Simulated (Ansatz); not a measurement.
## Ge, space group I4_1/amd: a scan of one input key, step by step

Computed with the Ansatz DFT code, driven from Python.

Notebook, run cell by cell (the value of a cell's last expression is shown):

```python
import ansatz as az
import pandas as pd
```

```python
lattice = az.Lattice.of(
    [-2.57449, 2.57449, 1.397413],
    [2.57449, -2.57449, 1.397413],
    [2.57449, 2.57449, -1.397413],
)
sites = [
    ('Ge', [0.25, 0.75, 0.5]),
    ('Ge', [0.5, 0.5, 0.0]),
]
cell = az.Crystal(lattice=lattice)
for symbol, position in sites:
    cell = cell.atom(symbol, position)

cell.resolved().sites[-1]
```

    Site(symbol='Ge', position=(0.5, 0.5, 0.0), moment=None, axis=None, held=None, saved=None)

```python
setup = cell.calculation()
setup = setup.kpoints(9, center='gamma')
setup = setup.pseudopotentials('paw')
setup = setup.functional(az.Functional.LDA).basis(35 * az.Ry)
setup = setup.occupations(az.OccupationsMethod.FERMI_DIRAC, width=0.02)
setup = setup.band_table()
typed = setup.input()
rows = []
for value in [2, 5, 10]:
    edited = typed.set(az.key.scf.mixing.ndim, value)
    data = az.Session.from_dict(edited).plan().execute().report
    rows.append((value, data['free_energy_ev'], data['n_iterations'], len(data['eigenvalues_ev'][0]) if 'eigenvalues_ev' in data else 0))
print(pd.DataFrame(rows, columns=['history', 'F eV', 'iterations', 'bands listed']).round(4).to_string(index=False))
```

     history       F eV  iterations  bands listed
           2 -8431.0584           9            18
           5 -8431.0584           6            18
          10 -8431.0584           6            18

Notes:
- The settings weren't tested for convergence.
- This isn't the structure that Ge takes at ambient conditions.
- By the engine's processor time: 12 s on 1 thread of Intel(R) Xeon(R) Platinum 8488C (Sapphire Rapids), with other jobs on the host, peak memory 0.46 GiB.

(Lines on the test bed's own set-up are left out of the output.)
